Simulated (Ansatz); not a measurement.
The system is CoNiO2.

```
Ni Co O
1.0
     3.01433    0.00000    0.00000
     0.00000    3.01433    0.00000
     0.00000    0.00000    4.22229
Ni Co O
1 1 2
Direct
  0.00000 0.00000 0.00000
  0.50000 0.50000 0.50000
  0.00000 0.00000 0.50000
  0.50000 0.50000 0.00000
```

The cell comes from a database or a generator and needn't be the stable form of this composition.

* Program: Ansatz 0.2.0
* Task: single point
* Functional: PBEsol
* Potentials or basis: Ansatz PAW
* Cutoff: 420 eV (not typed: the program's choice for these potentials)
* k mesh: 9 × 9 × 6
* Occupations: fermi-dirac, width 0.05 eV
* Spin: collinear spin, ferromagnetic start
* Starting moments: [1.0, 2.0, 0.0, 0.0] μB

On this cell: pressure -11.9 GPa; largest force under 0.003 eV/Å; net moment 4.55 μB per cell; site moments Ni +1.34; Co +2.43; O +0.31, +0.29 μB; band gap on the k mesh none (metal or under the smearing width).

The same run follows on a disturbed copy (atoms moved at random, drawn with an rms of 0.05 Å):

```
CELL_PARAMETERS angstrom
3.01433 0.00000 0.00000
0.00000 3.01433 0.00000
0.00000 0.00000 4.22229
ATOMIC_POSITIONS crystal
Ni 0.99897 0.00637 0.99711
Co 0.48517 0.49929 0.50164
O 0.99552 0.01477 0.48533
O 0.51099 0.48541 0.99892
```

Task: What changes?

Result: The energy (extrapolated to zero smearing) moves by +1.0 meV/atom; pressure -11.6 GPa; largest force 0.196 eV/Å; net moment 4.54 μB per cell; site moments Ni +1.32; Co +2.42; O +0.31, +0.29 μB; band gap on the k mesh none (metal or under the smearing width).

Forces on the atoms (eV/Å):
```
Ni  -0.034 -0.060  0.049
Co   0.011  0.089  0.107
O    0.044 -0.148 -0.001
O   -0.022  0.119 -0.154
```

Stress tensor (GPa, compression positive):
```
-12.07  -0.12   0.07
 -0.12 -12.20  -0.07
  0.07  -0.07 -10.53
```

Caveats: semilocal functionals often make such compounds metallic where correlation or magnetic order opens a gap, which also shifts bond lengths; the PAW data sets come from PBE, with cores solved anew for the run's functional, which leaves a small shift of forces and pressure.
